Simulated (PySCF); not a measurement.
**GeP: from the state search to spectroscopic constants**

One table from this session's results is given with a row withheld; the runs are named, their logs left out.

The runs use PySCF 2.14.0; Ge cc-pVDZ-PP with ECP10, P cc-pV(D+d)Z, scalar-relativistic core potentials.

Set-up of the first run:

Settings of the job:

```json
{
 "atoms": "Ge, P",
 "charge": "0",
 "basis": "Ge cc-pVDZ-PP with ECP10, P cc-pV(D+d)Z",
 "Hamiltonian": "scalar-relativistic core potentials",
 "basis functions": "46",
 "electrons treated": "37",
 "masses in u": "73.9212, 30.9738",
 "levels": "PBE0, PBE, r²SCAN, BLYP, revPBE, PW91, CAM-B3LYP, HF, MP2, SCS-MP2, CCSD, CCSD(T)",
 "grid": "80 radial by 434 angular points",
 "occupations": "held fixed by the projection of orbital angular momentum",
 "dissociation limit": "Ge + P, each in its ground configuration",
 "starting distance in angstrom": "2.225",
 "values of 2S to try": "1, 3, 5"
}
```

Run with:

```console
OMP_NUM_THREADS=1 python dia.py task.json out
```

Among the steps run: Input; The PBE0 curve of the state that the search chose; Other states along the same grid; PBE; r²SCAN; BLYP (GGA); revPBE (GGA); PW91; CAM-B3LYP; ROHF; Adding correlation.

One table of the session follows, with a row left open; its other results are not shown here.

It belongs to the step «Constants by level of theory». Differences from CCSD(T) in the same basis:

| level | Re (mÅ) | ωe (%) |
| --- | --- | --- |
| ROHF | -63 | +17.2 |
| ROHF-MP2 | ? | ? |
| ROHF-SCS-MP2 | -18 | +5.2 |
| ROHF-CCSD | -17 | +4.8 |
| PBE | -2 | +0.6 |
| revPBE | +5 | -0.2 |
| PW91 | -4 | +0.6 |
| BLYP | +16 | -3.1 |
| r²SCAN | -28 | +5.8 |
| PBE0 | -34 | +7.8 |
| CAM-B3LYP | -48 | +11.1 |

**Question.** Estimate the row for ROHF-MP2.

As computed: Re (mÅ): -18; ωe (%): +5.7.
